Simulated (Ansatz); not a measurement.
**VH2: how the settings move a single-point run**

Question: which choices in the input matter for VH2?

Method: reference: DFT, PBEsol, all-electron LAPW, scalar-relativistic, in Ansatz 0.2.0.

### 1 The starting structure

The structure is trigonal, space group R3m (No. 160). Conventional cell: a = 2.966 Å, b = 2.966 Å, c = 7.266 Å, α = 90.00°, β = 90.00°, γ = 120.00°. V (site symmetry 3m) has 4 H at 1.36 to 1.75 Å in its first shell of neighbours. H (site symmetry 3m) has 1 V at 1.36 Å in its first shell of neighbours. H (site symmetry 3m) is surrounded by 3 V at 1.75 Å.

As a file:

```
V H
1.0
     0.00000    2.09758    2.09758
     2.09758    0.00000    2.09758
     2.09758    2.09758    0.00000
V H
1 2
Cartesian
  -0.1311 -0.1311 -0.1311
  3.2775 3.2775 3.2775
  1.0488 1.0488 1.0488
```

### 2 Baseline

The input, input.yaml:

```yaml
crystal:
  lattice:
    - [0.0, 2.0975786559, 2.0975786559]
    - [2.0975786559, 0.0, 2.0975786559]
    - [2.0975786559, 2.0975786559, 0.0]
  atoms:
    - { symbol: V, position: [-0.03125, -0.03125, -0.03125] }
    - { symbol: H, position: [0.78125, 0.78125, 0.78125] }
    - { symbol: H, position: [0.25, 0.25, 0.25] }
kpoints:
  mp_grid: { grid: [11, 11, 11] }
scf:
  occupations: { method: fermi_dirac, width: 0.05 }
hamiltonian:
  xc: pbesol
  pseudopotentials: { kind: all_electron, lapw: { basis_error: 0.001 } }
output:
  forces: true
  stress: true
  eigenvalues: true
  populations: true
```

The run is started by

```bash
$ ansatz run input.yaml --threads 1 --pin off --max-ram 3072MiB --backend cpu --events-out ev --progress --plain --runs-dir out
```

### 3 Changing settings: preconditioner ldos

Changes to input.yaml since step 2:

```diff
@@ -13,2 +13,3 @@
   occupations: { method: fermi_dirac, width: 0.05 }
+  mixing: { preconditioner: ldos }
 hamiltonian:
```

### 4 Changing settings: occupations.method tetrahedron_uncorrected, mixing.algorithm broyden, mixing.beta 0.3, dispersion d3bj, width left out

Changes to input.yaml since step 2:

```diff
@@ -12,3 +12,4 @@
 scf:
-  occupations: { method: fermi_dirac, width: 0.05 }
+  occupations: { method: tetrahedron_uncorrected }
+  mixing: { algorithm: broyden, beta: 0.3 }
 hamiltonian:
@@ -16,2 +17,3 @@
   pseudopotentials: { kind: all_electron, lapw: { basis_error: 0.001 } }
+  dispersion: d3bj
 output:
```

### 5 Variant: symmetry.detect false, dispersion d3bj

Changes to input.yaml since step 2:

```diff
@@ -9,2 +9,3 @@
     - { symbol: H, position: [0.25, 0.25, 0.25] }
+  symmetry: { detect: false }
 kpoints:
@@ -16,2 +17,3 @@
   pseudopotentials: { kind: all_electron, lapw: { basis_error: 0.001 } }
+  dispersion: d3bj
 output:
```

Before running it: what results should come out? Wanted: for each run, ending; energy change; pressure; gap; force.

As calculated:

```tsv
run	ending	energy change	pressure (GPa)	gap (eV)	force (eV/Å)	cycles	time
reference	converged	0	14.0	0.00	7.74	7	41 s
1: preconditioner ldos	converged	0.0 meV/atom	14.0	0.00	7.74	7	43 s
2: occupations.method tetrahedron_uncorrected, mixing.algorithm broyden, mixing.beta 0.3, dispersion d3bj, width left out	converged	-243.6 meV/atom (σ→0) (dispersion and other settings together)	7.6	0.00	7.74	9	45 s
3: symmetry.detect false, dispersion d3bj	converged	-249.4 meV/atom (offset of the dispersion model)	7.4	0.00	7.74	7	3.1 min
```

Residual by cycle in the longest SCF loop of each run; runs are numbered as in the table. The quantity is the density residual dr2, in eV.

```tsv
cycle	reference	run 1	run 2	run 3
1	1.71	1.71	1.71	1.71
2	0.325	0.0345	0.707	0.325
3	0.0373	0.00466	0.111	0.0373
4	5.0e-4	7.1e-4	0.00224	5.0e-4
5	1.9e-5	3.6e-5	4.8e-4	1.9e-5
6	2.4e-7	9.1e-7	1.8e-5	2.4e-7
7	2.2e-9	3.4e-8	4.0e-6	2.2e-9
8	-	-	6.3e-7	-
9	-	-	6.6e-9	-
```

«preconditioner ldos» leaves the energy as it was. The pressure spans 7.4 to 14.0 GPa over the reference and the converged variants. Of the variants the dearest is «symmetry.detect false, dispersion d3bj» (3.1 min), the cheapest «preconditioner ldos» (43 s), on a shared host. The structure is not at rest: the sound run finds 14 GPa, so these are no properties of the relaxed crystal. The reference has no spin polarisation; with V present, a magnetic state may lie lower.
